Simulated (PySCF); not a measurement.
# MnF₃: quintet, from a trigonal pyramidal start

The task is one start of a wider search on MnF₃: the quintet, from a trigonal pyramidal start. It is relaxed, tested by its Hessian and followed downhill if it is a saddle.

Computed with PySCF 2.14.0. Level: PBE0, basis Mn def2-TZVP, F def2-TZVP, no relativity, density fitting.

## Step 1: The system as given

4 atoms, charge 0, spin multiplicity 5.

Bond lengths: Mn1–F2 1.830 Å, Mn1–F3 1.830 Å, Mn1–F4 1.830 Å. Angles: F2–Mn1–F3 99.8°, F2–Mn1–F4 99.8°, F3–Mn1–F4 99.8°.

```xyz
4
charge 0 multiplicity 5
Mn    0.0000    0.0000   -0.4374
F     1.6158    0.0000    0.4217
F    -0.8079    1.3993    0.4217
F    -0.8079   -1.3993    0.4217
```

## Step 2: Trigonal pyramidal start, quintet: relaxation

One driver script runs all steps and calls PySCF; scf.py shows how it sets up the SCF of each step. The optimiser is the driver's own. Before each start the driver seeks the lowest SCF state from one or more starting densities and follows internal instabilities, so scf.py alone need not reach the same state.

The program finds C3v symmetry in the start, which this walk keeps. The walk stops when the largest gradient is under 0.0003 Eh/bohr and the energy has settled too.

The input, scf.py:

```python
from pyscf import gto, scf, dft
mol = gto.M(atom='''
Mn    -0.000000    -0.000000    -0.437444
F      1.615786     0.000012     0.421656
F     -0.807903     1.399306     0.421656
F     -0.807883    -1.399318     0.421656''',
    basis={'Mn': 'def2-TZVP', 'F': 'def2-TZVP'},
    charge=0, spin=4)
mf = dft.UKS(mol, xc='PBE0')
mf.grids.atom_grid = (50, 194)
aux = {'Mn': 'def2-universal-JKFIT', 'F': 'def2-universal-JKFIT'}
mf = mf.density_fit(auxbasis=aux)
mf.kernel()
```

Further steps of the session: Releasing the symmetry; Hessian and properties; Downhill along the imaginary mode; Is it a minimum? Harmonic modes.

**Question.** What will these runs give? Wanted: minimum; geometry; wavenumbers; dipole moment; highest occupied, lowest empty level; polar-tensor charge of Mn1; zero-point energy; atomisation energy; ⟨S²⟩.

As calculated:

| quantity | value |
| --- | --- |
| minimum | quintet, C2v |
| geometry | Mn–F 1.718 Å, Mn–F 1.742 Å (×2); F–Mn–F 105.7° (×2), F–Mn–F 148.5° |
| wavenumbers (cm⁻¹) | 185 (b1), 191 (b2), 194 (a1), 658 (a1), 734 (a1), 780 (b2) |
| dipole moment | 1.52 D |
| highest occupied, lowest empty level (either spin) | -9.87, -4.90 eV |
| polar-tensor charge of Mn1 | +2.01 e |
| zero-point energy | 16.4 kJ/mol |
| entropy at 298.15 K | 313.3 J/(mol K) |
| atomisation energy (no zero-point energy) | 1271 kJ/mol |
| ⟨S²⟩ | 6.033 |

In words: The trigonal pyramidal start (C3v) ends in a minimum of C2v symmetry, after a stop at a saddle point 8.3 kJ/mol higher, from which it was pushed off along an imaginary mode. In the infrared the band at 780 cm⁻¹ (b2, stretch) leads. Most of the spin sits on Mn1 (Mulliken spin 3.85, against 4 for the whole molecule). Only this shape and spin were tried, so other structures or states may lie lower. Open d and f shells are described by one determinant, and the ground state may have another occupation or spin.
